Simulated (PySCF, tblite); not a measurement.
# C6H7O2PS: geometry, infrared bands and NMR shifts

Aim: predict the infrared bands and NMR shifts of C6H7O2PS (`COC(=O)c1pcc(C)s1`).

The runs use tblite 0.8.0 and PySCF 2.14.0, with density-fitted response routines of our own; the level of theory stands in each step. All values are computed, except where a source is named. Atoms count from 0, in the outputs and in this text.

## 1. The molecule as given

17 atoms, charge 0, multiplicity 1; geometry from: force field or distance geometry start.

Bonds of the start (Å): C0–O1 1.44, O1–C2 1.35, C2–O3 1.24, C2–C4 1.47, C4–P5 1.85, P5–C6 1.82, C6–C7 1.38, C7–C8 1.50, C7–S9 1.72, S9–C4 1.74, C0–H10 1.09, C0–H11 1.09, C0–H12 1.09, C6–H13 1.08, C8–H14 1.11, C8–H15 1.11, C8–H16 1.09.

## 2. Geometry optimisation with GFN2-xTB

Job settings and geometry (Å):

```
{"job": {"kind": "relax", "xc": "GFN2-xTB", "basis": "xTB"}, "charge": 0, "multiplicity": 1}
C      3.960900    -0.171900     0.340300
O      2.566600    -0.182400     0.692900
C      1.721700     0.015700    -0.338000
O      2.090600     0.212100    -1.502400
C      0.325700    -0.015500     0.117000
P     -0.212800    -0.298000     1.861500
C     -1.940900    -0.146100     1.318600
C     -2.247900     0.092700    -0.000300
C     -3.624000     0.227300    -0.579300
S     -0.919400     0.229300    -1.080600
H      4.169500    -0.970100    -0.375000
H      4.225300     0.804000    -0.067500
H      4.536200    -0.341400     1.256000
H     -2.690900    -0.258000     2.090400
H     -3.760200     1.225400    -1.036900
H     -4.395400     0.122900     0.209200
H     -3.811800    -0.533900    -1.336100
```

Run with:

```bash
OMP_NUM_THREADS=1 python probes_run.py task.json out
```

This one command runs all jobs of the session in turn.

**Question.** This job is followed by: GFN2-xTB harmonic vibrations, gas phase; GIAO PBE0/pcSseg-1 NMR shielding, non-relativistic, gas phase. Predict these results of the whole session: strongest single infrared mode (GFN2-xTB); zero-point energy (GFN2-xTB); 13C shifts against TMS (PBE0/pcSseg-1); 1H shifts against TMS (PBE0/pcSseg-1, means over atoms taken as alike); 17O shifts against H2O (PBE0/pcSseg-1); 31P shifts against H3PO4 (PBE0/pcSseg-1); 33S shifts against CS2 (PBE0/pcSseg-1).

As calculated:

| quantity | value |
| --- | --- |
| strongest single infrared mode (GFN2-xTB) | 1743 cm⁻¹, 468 km/mol |
| zero-point energy (GFN2-xTB) | 73.8 kcal/mol |
| 13C shifts against TMS (PBE0/pcSseg-1) | 181.1, 170.6, 169.4, 153.4, 53.6, 21.7 ppm |
| 1H shifts against TMS (PBE0/pcSseg-1, means over atoms taken as alike) | 7.85, 4.02, 2.89 ppm |
| 17O shifts against H2O (PBE0/pcSseg-1) | 409.2, 176.7 ppm |
| 31P shifts against H3PO4 (PBE0/pcSseg-1) | 289.9 ppm |
| 33S shifts against CS2 (PBE0/pcSseg-1) | 343 ppm |

What this shows: The optimisation took 39 steps and gained 0.368 eV; among the close pairs (by a distance rule), C4–P5 changed most, from 1.847 to 1.722 Å. No mode is imaginary among the 45: a minimum at this level. The strongest single mode, at 1743 cm⁻¹, moves mainly C2 and O3. GFN2-xTB is a fitted tight-binding method: band positions and strengths are rough. Its intensities can rank the bands wrongly. At PBE0/pcSseg-1: Shielding is most anisotropic at P5 (span 700 ppm, paramagnetic term -941 ppm). NICS(1)zz of -21 ppm above the planar ring from C4 marks a diatropic (aromatic) ring current.
